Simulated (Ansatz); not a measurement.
Predict the output of the script below (Ansatz 0.2.0 through its Python package).

`xc_src2.py`:
```python
"""Functional comparison for SrC2 (totals differ with the potentials too)."""

import warnings

import ansatz as az
import pandas as pd

params = {
    "cutoff": 300,
    "kmesh": (6, 6, 6),
    "occupations": "fixed",
}

warnings.simplefilter("ignore", az.DeckWarning)

lattice = az.Lattice.of(
    (-2.05715, 2.05715, 3.383),
    (2.05715, -2.05715, 3.383),
    (2.05715, 2.05715, -3.383),
)
sites = [
    ("Sr", (0.0, 0.0, 0.0)),
    ("C", (0.412, 0.412, 0.0)),
    ("C", (0.588, 0.588, 0.0)),
]
system = az.Crystal(lattice=lattice)
for symbol, position in sites:
    system = system.atom(symbol, position)

setup = system.calculation()
setup = setup.basis(params["cutoff"])
setup = setup.kpoints(*params["kmesh"])
setup = setup.occupations(params["occupations"])
setup = setup.stress()
setup = setup.band_table()

rows = []
for value in ["pbesol", "blyp", "r2scan"]:
    r = setup.functional(value).run(threads=1).report
    rows.append((value, r["free_energy_ev"] / len(r["lattice"]["sites"]), r["n_iterations"], sum(r["stress_gpa"][i][i] for i in range(3)) / 3, r["gap_by_band_count_ev"], r["n_kpoints"]))

table = pd.DataFrame(rows, columns=["functional", "F/atom (eV)", "iterations", "P (GPa)", "gap by band count (eV)", "k-points"])
print(table.round(5).to_string(index=False))
```

```console
$ python xc_src2.py
functional  F/atom (eV)  iterations  P (GPa)  gap by band count (eV)  k-points
    pbesol  -1328.26047           6  5.35167                 1.79163        30
      blyp  -1353.43066           6  8.69608                 2.09163        30
    r2scan  -1352.80497           7  6.18555                 2.24047        30
```

Caveats:
- The cutoff lies under the one recommended for these potentials.
- Semilocal gaps usually lie well under measured ones.
- Under the recommended cutoff a pressure can be off by several GPa, even in sign.
- Pressure is positive in compression.
- The structure is a deposited one; some such entries were measured under pressure or heat, so a shift against it needn't be the functional's error alone.
- Gaps and levels are Kohn-Sham values on a finite set of k-points, without spin-orbit coupling.
- Total energies of different functionals can't be compared; pressures, moments and gaps at this one structure can.
- The script silences the warnings on its input, which a real study should read.
- The whole script took 5.5 s on 1 thread of Arm Neoverse V1 (shared host), peak memory 0.47 GiB.
